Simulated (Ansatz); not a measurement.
# GaH5N2S: how energies converge with the basis set

Aim: see how fast density functionals converge with the basis set for GaH5N2S.

Program: Ansatz 0.2.0, Gaussian basis. Level of theory: one geometry, several basis sets. These are calculated values, not measurements.

The runs, in order: PBE0-D4/def2-SVP; ωB97M-V/def2-SVP; PBE0-D4/def2-QZVPP; ωB97M-V/def2-QZVPP; the functionals' def2-TZVPP values are taken from earlier runs.

### 1 Structure used throughout

An earlier PBE0-D4 in a triple-zeta def2 set relaxation fixed the geometry.

SMILES `[NH2][Ga]([NH2])[SH]`, 9 atoms, charge 0, spin multiplicity 1.

Atoms are counted from 1 here; the program's logs count them from 0.

Bond lengths: N1–Ga2 1.818 Å, N1–H5 1.006 Å, N1–H6 1.007 Å, Ga2–N3 1.815 Å, Ga2–S4 2.204 Å, N3–H7 1.006 Å, N3–H8 1.006 Å, S4–H9 1.343 Å. Angles: Ga2–N1–H5 121.0°, Ga2–N1–H6 121.1°, H5–N1–H6 111.0°, N1–Ga2–N3 121.2°, N1–Ga2–S4 120.6°, N3–Ga2–S4 117.9°, Ga2–N3–H7 121.2°, Ga2–N3–H8 122.0°, H7–N3–H8 111.4°, Ga2–S4–H9 93.8°.

### 2 PBE0-D4 in def2-SVP

File in.yaml:

```yaml
crystal:
  periodic: [false, false, false]
  atoms:
    - {symbol: N, position_ang: [0.347236, 0.587677, -1.456444]}
    - {symbol: Ga, position_ang: [-0.149335, -0.015659, 0.185087]}
    - {symbol: N, position_ang: [0.588321, -1.512786, 0.898198]}
    - {symbol: S, position_ang: [-1.810345, 0.937580, 1.276752]}
    - {symbol: H, position_ang: [0.098709, 1.512019, -1.765503]}
    - {symbol: H, position_ang: [1.204483, 0.281318, -1.885800]}
    - {symbol: H, position_ang: [0.396107, -1.788331, 1.846075]}
    - {symbol: H, position_ang: [1.472514, -1.874080, 0.583304]}
    - {symbol: H, position_ang: [-2.059090, 1.825861, 0.301132]}
basis:
  gaussian: {orbitals: def2-SVP}
hamiltonian: {xc: pbe0, dispersion: d4}
output: {orbitals: {seedname: orbitals}}
```

Further steps of the session: ωB97M-V in def2-SVP; PBE0-D4 in def2-QZVPP; ωB97M-V in def2-QZVPP.

Before running them: what should the planned runs give, taken together? Wanted: PBE0-D4: double and triple zeta above quadruple; ωB97M-V: double and triple zeta above quadruple.

As calculated:

| quantity | value |
| --- | --- |
| PBE0-D4: double and triple zeta above quadruple | 16.03, 1.73 eV |
| ωB97M-V: double and triple zeta above quadruple | 16.05, 1.67 eV |

For PBE0-D4 the step from double to triple zeta gains 14.31 eV and the next only 1.73 eV. Total energies overstate the basis error of differences, where much of it tends to cancel. The LUMO of ωB97M-V is positive and keeps falling with the basis (1.95 to 1.05 eV): an unbound level that the basis holds in place.
